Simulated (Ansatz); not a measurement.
# CTi: the cost of one run

The runs use Ansatz 0.2.0, Gaussian basis; def2-QZVPP, core rule «outside noble gas», up to 10 orbitals frozen.

To be run: UHF; ROHF; CCSD(T) on UHF.

2 further runs of the same task are left out: 2 set aside as unsound or not needed.

## 1. The geometry

The geometry is a PBE0/def2-TZVP stationary point (not a proven minimum) of the parent state, kept for this charge and spin.

2 atoms, charge 0, spin multiplicity 3.

Atoms are counted from 1 here; the program's logs count them from 0.

Bond lengths: Ti1–C2 1.579 Å.

## 2. UHF

Contents of in.yaml:

```yaml
crystal:
  periodic: [false, false, false]
  atoms:
    - {symbol: Ti, position_ang: [0.000000, 0.000000, 0.000000]}
    - {symbol: C, position_ang: [0.000000, 0.000000, 1.578870]}
basis:
  gaussian: {orbitals: "def2-QZVPP.json"}
magnetization: {spin_polarized: true, initial_magnetization: 2}
hamiltonian: {xc: hf}
output: {orbitals: {seedname: orbitals}}
```

The run is started by

```console
$ ansatz run in.yaml --threads 1 --pin off --events-out ev --progress --plain --max-ram 4096MiB --backend cpu
```

**Question.** How long does this run take on 1 thread of AMD EPYC 7R13, shared host, and how much memory does it need?

About 54 s, with a peak of 0.38 GiB.
